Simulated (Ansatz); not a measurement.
# Cl3F2HSi2: one species, many methods

Aim: compute Cl3F2HSi2 with functionals from several rungs and with coupled cluster, and see how far each lands from CCSD(T) at the basis-set limit for the atomisation energy.

Computed with Ansatz 0.2.0, Gaussian basis. Level: functionals in def2-TZVPP, the program's frozen cores in correlated methods.

The runs, in order: LDA (SPW92), PBE-D4, revPBE-D4, BLYP-D4, r2SCAN-D4, B97M-V, PBE0-D4, B3LYP-D4, r2SCANh-D4, r2SCAN0-D4, HSE06-D4, BHLYP-D4, CAM-B3LYP-D4, LC-ωPBE, ωB97X-V, ωB97M-V, B2PLYP, PBE-QIDH; CCSD(T)/def2-SVP; CCSD(T)/def2-TZVPP; MP2/def2-QZVPP; extrapolation to the limit; RPA on PBE.

## Step 1: The geometry

An earlier PBE0-D4 in a triple-zeta def2 set relaxation fixed the geometry.

SMILES `F[SiH](F)[Si](Cl)(Cl)Cl`, 8 atoms, charge 0, spin multiplicity 1.

Atoms are counted from 1 here; the program's logs count them from 0.

Bond lengths: F1–Si2 1.586 Å, Si2–F3 1.586 Å, Si2–Si4 2.343 Å, Si2–H8 1.478 Å, Si4–Cl5 2.038 Å, Si4–Cl6 2.038 Å, Si4–Cl7 2.034 Å. Angles: F1–Si2–F3 108.0°, F1–Si2–Si4 108.6°, F1–Si2–H8 108.7°, F3–Si2–Si4 108.6°, F3–Si2–H8 108.7°, Si4–Si2–H8 114.1°, Si2–Si4–Cl5 109.1°, Si2–Si4–Cl6 109.0°, Si2–Si4–Cl7 111.1°, Cl5–Si4–Cl6 108.9°, Cl5–Si4–Cl7 109.3°, Cl6–Si4–Cl7 109.3°.

## Step 2: LDA

This LDA is Slater exchange with PW92 correlation.

Input file in.yaml:

```yaml
crystal:
  periodic: [false, false, false]
  atoms:
    - {symbol: F, position_ang: [1.043506, -0.878419, 1.840600]}
    - {symbol: Si, position_ang: [0.229325, -1.104770, 0.497907]}
    - {symbol: F, position_ang: [1.146218, -1.933377, -0.496908]}
    - {symbol: Si, position_ang: [-0.222162, 0.983322, -0.464244]}
    - {symbol: Cl, position_ang: [-1.238743, 0.706373, -2.209001]}
    - {symbol: Cl, position_ang: [-1.384221, 2.066703, 0.812609]}
    - {symbol: Cl, position_ang: [1.495948, 2.003929, -0.840974]}
    - {symbol: H, position_ang: [-0.977670, -1.900861, 0.804210]}
basis:
  gaussian: {orbitals: def2-TZVPP}
hamiltonian: {xc: lda}
output: {orbitals: {seedname: orbitals}}
```

Run with:

```bash
$ ansatz run in.yaml --threads 2 --pin off --events-out ev --progress --plain --max-ram 32768MiB --backend cuda --devices 0, --max-vram 18GiB
```

The runs that follow: PBE-D4 (GGA); revPBE-D4 (GGA); BLYP-D4 (GGA); r2SCAN-D4 (meta-GGA); B97M-V (meta-GGA); B3LYP-D4 (hybrid); r2SCANh-D4 (hybrid); r2SCAN0-D4 (hybrid); HSE06-D4 (hybrid); BHLYP-D4 (hybrid); CAM-B3LYP-D4 (range-separated); LC-ωPBE (range-separated); ωB97X-V (range-separated); ωB97M-V (range-separated); B2PLYP (double hybrid); PBE-QIDH (double hybrid); CCSD(T) in def2-SVP; CCSD(T) in def2-TZVPP; MP2 in def2-QZVPP; RPA on PBE orbitals.

Before running them: what should the planned runs give, taken together? Wanted: atomisation energy, CCSD(T)/CBS; farthest beyond LDA; mean size of error, GGA; mean size of error, meta-GGA; mean size of error, hybrid; mean size of error, range-separated; mean size of error, double hybrid; gap, smallest and largest; T1 diagnostic.

**Answer**, as computed:

| quantity | value |
| --- | --- |
| atomisation energy, CCSD(T)/CBS | 2931.9 kJ/mol |
| functionals within 14.7 kJ/mol (0.5 %) | r2SCAN-D4, ωB97X-V, ωB97M-V |
| farthest beyond LDA | BHLYP-D4 (-138.1 kJ/mol) |
| mean size of error, GGA | 48.7 kJ/mol |
| mean size of error, meta-GGA | 14.8 kJ/mol |
| mean size of error, hybrid | 56.1 kJ/mol |
| mean size of error, range-separated | 23.5 kJ/mol |
| mean size of error, double hybrid | 53.8 kJ/mol |
| gap, smallest and largest | 5.42 eV (LDA (SPW92)), 12.48 eV (LC-ωPBE) |
| T1 diagnostic | 0.0111 |
| triples share of the correlation energy | 3.7 % |

What this shows: LDA overbinds by 411.7 kJ/mol (14 %). PBE-D4 misses by +25.5 kJ/mol. Double hybrids carry the basis error of their MP2 part in triple zeta, and no dispersion term here, so their miss is partly the set-up's. By mean error the best rung here is meta-GGA (14.8 kJ/mol) and the worst beyond LDA is hybrid (56.1 kJ/mol). double hybrid functionals lie within the reference's doubt of that worst mean (53.8 kJ/mol), so those two tie. The mean of the hybrids holds BHLYP, with half exact exchange. The reference freezes the cores and leaves out relativity and excitations past (T), so misses under about 14.7 kJ/mol can't be ranked. Hartree-Fock recovers 74 % of the binding; the rest is correlation. CCSD(T) in def2-SVP is off by -320.5 kJ/mol, worse than the median functional, from the basis alone. The gap grows from 5.4 to 12.5 eV across the functionals, mostly with the share of exact exchange.
